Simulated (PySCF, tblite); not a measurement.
# C7H12: geometry, infrared bands and NMR shifts

What infrared bands and NMR shifts should C7H12 (`C=CC1(C)CCC1`) show?

Programs: tblite 0.8.0 and PySCF 2.14.0, with density-fitted response routines of our own. Each step states its level of theory. These are calculated values for one molecule in the gas phase, unless marked as measured. Atoms count from 0, in the outputs and in this text.

## (1) Starting geometry

19 atoms, charge 0, multiplicity 1; geometry from: force field or distance geometry start.

Bonds of the start (Å): C0–C1 1.33, C1–C2 1.52, C2–C3 1.53, C2–C4 1.55, C4–C5 1.53, C5–C6 1.53, C6–C2 1.55, C0–H7 1.08, C0–H8 1.09, C1–H9 1.07, C3–H10 1.10, C3–H11 1.10, C3–H12 1.08, C4–H13 1.11, C4–H14 1.10, C5–H15 1.09, C5–H16 1.10, C6–H17 1.10, C6–H18 1.10.

## (2) Optimising the geometry with GFN2-xTB

The job: settings as JSON, then the geometry in Å.

```
{"job": {"kind": "relax", "xc": "GFN2-xTB", "basis": "xTB"}, "charge": 0, "multiplicity": 1}
C     -2.446500    -0.318900    -0.418600
C     -1.300200     0.121500    -0.937000
C     -0.057600     0.221500    -0.074800
C     -0.111900     1.458200     0.829900
C      1.257400     0.109400    -0.894100
C      1.819000    -0.783700     0.215400
C      0.372300    -1.101700     0.613500
H     -3.335100    -0.378700    -1.037100
H     -2.549000    -0.613800     0.623700
H     -1.237800     0.411700    -1.966800
H     -0.948000     1.384900     1.544700
H      0.802600     1.549100     1.429900
H     -0.234300     2.373300     0.266600
H      1.169500    -0.415900    -1.862800
H      1.801900     1.051900    -1.071700
H      2.420400    -1.633700    -0.101800
H      2.385400    -0.232200     0.987300
H     -0.006400    -2.027200     0.146400
H      0.188400    -1.166800     1.700000
```

The run is started by

```bash
OMP_NUM_THREADS=1 python probes_run.py task.json out
```

This one command runs all jobs of the session in turn.

**Question.** This job is followed by: GFN2-xTB harmonic vibrations, gas phase; GIAO PBE0/pcSseg-1 NMR shielding, non-relativistic, gas phase. What will the session give for the following? strongest single infrared mode (GFN2-xTB); zero-point energy (GFN2-xTB); 13C shifts against TMS (PBE0/pcSseg-1, means over atoms taken as alike); 1H shifts against TMS (PBE0/pcSseg-1, means over atoms taken as alike).

As calculated:

```
                                                               quantity                                               value
                              strongest single infrared mode (GFN2-xTB)                                3023 cm⁻¹, 70 km/mol
                                           zero-point energy (GFN2-xTB)                                      106.2 kcal/mol
13C shifts against TMS (PBE0/pcSseg-1, means over atoms taken as alike)            160.8, 116.7, 40.8, 33.2, 32.0, 14.1 ppm
 1H shifts against TMS (PBE0/pcSseg-1, means over atoms taken as alike)  6.43, 5.28, 5.18, 2.15, 1.99, 1.83, 1.78, 1.24 ppm
```

The optimisation took 92 steps and gained 0.190 eV; among the close pairs (by a distance rule), C1–C2 changed most, from 1.516 to 1.497 Å. All 51 modes are real, so the xTB geometry is a minimum. Unscaled tight-binding wavenumbers are off by several per cent, some by more. Its intensities can rank the bands wrongly. C1 (alkene CH) lies farthest downfield among carbon, at 160.8 ppm; as expected for a trigonal carbon in a double bond. H9 (hydrogen on an alkene CH) lies farthest downfield among hydrogen, at 6.43 ppm; olefinic region. At PBE0/pcSseg-1: The widest tensor belongs to C1: span 244 ppm, with a paramagnetic part of -229 ppm.
